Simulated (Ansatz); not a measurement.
**AlNH2ClF (SMILES [NH2][Al]([F])[Cl]) at 6 levels**

We compute a comparison of 6 runs (HF/STO-3G, B3LYP/aug-cc-pVDZ, PBE/aug-cc-pVDZ, PBE0/aug-cc-pVDZ, wB97X/aug-cc-pVDZ, CCSD/aug-cc-pVDZ) of AlNH2ClF. 

The calculation is run with Ansatz 0.2.0.

98 further runs of the same task are left out: 98 set aside as unsound or not needed.

## 1. The molecule

The species is AlNH2ClF (6 atoms), meant as a singlet with charge 0. As SMILES, `[NH2][Al]([F])[Cl]`. The N1–H5 distance was set to 1.510 Å, away from the relaxed value. At this shape a bond of the SMILES string is far longer than usual.

Bond lengths: N1–Al2 1.746 Å, Al2–F3 1.641 Å, Al2–Cl4 2.079 Å, N1–H6 1.006 Å. Angles: N1–Al2–F3 119.8°, N1–Al2–Cl4 121.2°, F3–Al2–Cl4 119.0°, Al2–N1–H6 124.3°. A long bond or contact: N1–H5 1.510 Å.

## 2. A single-point energy at HF/STO-3G (run 1)

Contents of run.yaml:

```yaml
crystal:
  periodic: [false, false, false]
  atoms:
    - {symbol: N, position_ang: [-0.291616, 0.643119, -0.351130]}
    - {symbol: Al, position_ang: [-0.026816, -1.078581, -0.233030]}
    - {symbol: F, position_ang: [0.862484, -1.684981, 1.005770]}
    - {symbol: Cl, position_ang: [-0.820416, -2.388881, -1.638930]}
    - {symbol: H, position_ang: [0.246300, 1.661500, 0.624800]}
    - {symbol: H, position_ang: [-0.824416, 1.086519, -1.080230]}
basis:
  gaussian:
    orbitals: STO-3G
hamiltonian:
  xc: hf
accuracy: high
output:
  orbitals: {seedname: orbitals}
```

Run with:

```console
$ ansatz run run.yaml --threads 1 --pin off --max-ram 3480MiB --events-out events.jsonl --progress --plain --runs-dir runs
```

The program printed:

```text
Warning: RAYON_NUM_THREADS=1 ignored (pool sized by the plan → 1); use --threads N
Functional definition: HF
  name "HF"
  exchange = exact_x
  correlation = 0
574 factors; integrals over basis functions are off by at most 4.8e-8 eV
mean field evaluation 1: about -23033.8630 eV, gradient 2.7e1 eV
mean field evaluation 2: about -23033.8897 eV, gradient 2.7e1 eV
mean field evaluation 4: about -23036.7437 eV, gradient 1.6e0 eV
mean field evaluation 8: about -23036.7546 eV, gradient 1.3e-4 eV
mean field -23036.75457104 eV, -846.5851156126 hartree, gradient 2.5e-8 eV, S^2 0.000000; 0 other end points of the search recorded, 0 dependent functions left out
reference -23036.75457104 eV, -846.5851156126 hartree; 24, 24 occupied and 6, 6 virtual orbitals, 574 factors
Total energy: -23036.75457104 eV, -846.5851156126 hartree
```

Wall time 0.4 s (1 thread of Intel Xeon Platinum 8259CL at 2.50GHz (Skylake/Cascade Lake), shared host).

## 3. A single-point energy at B3LYP/aug-cc-pVDZ (run 2)

Contents of job.yaml:

```yaml
crystal:
  periodic: [false, false, false]
  atoms:
    - {symbol: "N", position_ang: [-0.291616, 0.643119, -0.351130]}
    - {symbol: Al, position_ang: [-0.026816, -1.078581, -0.233030]}
    - {symbol: F, position_ang: [0.862484, -1.684981, 1.005770]}
    - {symbol: Cl, position_ang: [-0.820416, -2.388881, -1.638930]}
    - {symbol: H, position_ang: [0.246300, 1.661500, 0.624800]}
    - {symbol: H, position_ang: [-0.824416, 1.086519, -1.080230]}
basis:
  gaussian:
    orbitals: aug-cc-pVDZ
hamiltonian:
  xc: {name: B3LYP}
accuracy: high
output: {orbitals: {seedname: orbitals}}
```

Run with:

```console
$ ansatz run job.yaml --threads 1 --pin off --max-ram 3480MiB --events-out events.jsonl --progress --plain --runs-dir runs
```

The program printed:

```text
Warning: RAYON_NUM_THREADS=1 ignored (pool sized by the plan → 1); use --threads N
Functional definition: B3LYP
  name "B3LYP"
  parameter a0 = 0.2
  parameter ax = 0.72
  parameter ac = 0.81
  exchange = (1 - a0 - ax)*slater_x + ax*b88_x + a0*exact_x
  correlation = (1 - ac)*vwn_rpa_c + ac*lyp_c
2377 factors; integrals over basis functions are off by at most 3.4e-9 eV
mean field evaluation 1: about -23350.5672 eV, gradient 7.9e1 eV
mean field evaluation 2: about -23310.4605 eV, gradient 1.3e2 eV
mean field evaluation 4: about -23362.9713 eV, gradient 1.5e1 eV
mean field evaluation 8: about -23363.4310 eV, gradient 7.4e-1 eV
mean field evaluation 16: about -23363.4321 eV, gradient 8.9e-5 eV
mean field -23363.43207796 eV, -858.5902925619 hartree, gradient 2.7e-8 eV, S^2 0.000000; 0 other end points of the search recorded, 0 dependent functions left out
reference -23363.43212243 eV, -858.5902941961 hartree; 24, 24 occupied and 94, 94 virtual orbitals, 2377 factors
Total energy: -23363.43212243 eV, -858.5902941961 hartree
```

Run time: 14 s. Hardware: 1 thread of Intel Xeon Platinum 8259CL at 2.50GHz (Skylake/Cascade Lake), shared host; peak memory 0.47 GiB.

Runs 3 to 5 aren't shown in full; the table further down has their settings and results.

## 4. A single-point energy at CCSD/aug-cc-pVDZ (run 6)

Contents of run.yaml:

```yaml
crystal:
  periodic: [false, false, false]
  atoms:
    - {symbol: "N", position_ang: [-0.291616, 0.643119, -0.351130]}
    - {symbol: Al, position_ang: [-0.026816, -1.078581, -0.233030]}
    - {symbol: F, position_ang: [0.862484, -1.684981, 1.005770]}
    - {symbol: Cl, position_ang: [-0.820416, -2.388881, -1.638930]}
    - {symbol: H, position_ang: [0.246300, 1.661500, 0.624800]}
    - {symbol: H, position_ang: [-0.824416, 1.086519, -1.080230]}
basis:
  gaussian:
    orbitals: aug-cc-pVDZ
correlation:
  method: ccsd
  frozen_orbitals: {Al: 5, Cl: 5, F: 1, H: 0, "N": 1}
accuracy: high
scf:
  omitted_lower_state_checks: [cluster_reference, increment]
```

Run with:

```console
$ ansatz run run.yaml --threads 1 --pin off --max-ram 3480MiB --events-out events.jsonl --progress --plain --runs-dir runs
```

The program printed, shortened:

```text
Warning: RAYON_NUM_THREADS=1 ignored (pool sized by the plan → 1); use --threads N
Functional definition: HF
  name "HF"
[...]
2377 factors; integrals over basis functions are off by at most 3.4e-9 eV
[...]
mean field -23309.12123803 eV, -856.5944060079 hartree, gradient 1.2e-8 eV, S^2 0.000000; 0 other end points of the search recorded, 0 dependent functions left out
12 core orbitals not correlated: weight in the atoms' cores, before any rotation towards them, 1.000 or more for the frozen orbitals, at most 0.000 for the correlated occupied ones
reference -23309.12123803 eV, -856.5944060079 hartree; 12, 12 occupied and 94, 94 virtual orbitals, 2377 factors
second order -16.55678614 eV of doubles, -0.00000000 eV of singles
cycle   1  -16.75964773 eV  change   -2.0e-1 eV  update   1.0e-1
[...]
cycle  22  -17.25486416 eV  change   -1.1e-9 eV  update   2.1e-9
Total energy: -23326.37610220 eV, -857.2285105701 hartree
Checks for a lower state left out: cluster_reference, increment
```

Run time: 32 s. Hardware: 1 thread of Intel Xeon Platinum 8259CL at 2.50GHz (Skylake/Cascade Lake), shared host; peak memory 1 GiB.

## 5. The series

| run | level | frozen core orbitals | energy (Eh) | HOMO energy (eV) | LUMO energy (eV) | HOMO–LUMO gap (eV) | wall time |
| --- | --- | --- | --- | --- | --- | --- | --- |
| 1 | HF/STO-3G | – | -846.585116 | -8.52 | 7.41 | 15.93 | 0.4 s |
| 2 | B3LYP/aug-cc-pVDZ | – | -858.590294 | -7.69 | -2.39 | 5.30 | 14 s |
| 3 | PBE/aug-cc-pVDZ | – | -858.066373 | -6.51 | -3.05 | 3.46 | 11 s |
| 4 | PBE0/aug-cc-pVDZ | – | -858.126570 | -7.92 | -2.08 | 5.84 | 13 s |
| 5 | wB97X/aug-cc-pVDZ | – | -858.507491 | -10.41 | -0.05 | 10.35 | 40 s |
| 6 | CCSD/aug-cc-pVDZ | 12 | -857.228511 | – | – | – | 32 s |

## 6. Outcome

| quantity | value |
| --- | --- |
| run 6: total energy | -857.22851 Eh |
| run 6: correlation energy (12 core orbitals frozen) | -634.1 mEh |
| run 6: T1 diagnostic | 0.014 |

**Reading.** Over runs 1, 2, 3, 4, 5 the HOMO–LUMO gap runs from 3.46 eV (PBE/aug-cc-pVDZ) to 15.93 eV (HF/STO-3G). The two ends differ in method and basis. Totals of different functionals can't be ranked against each other. In run 1 the basis is minimal, so the values are rough. All runs together took 1.8 min, the longest 40 s.
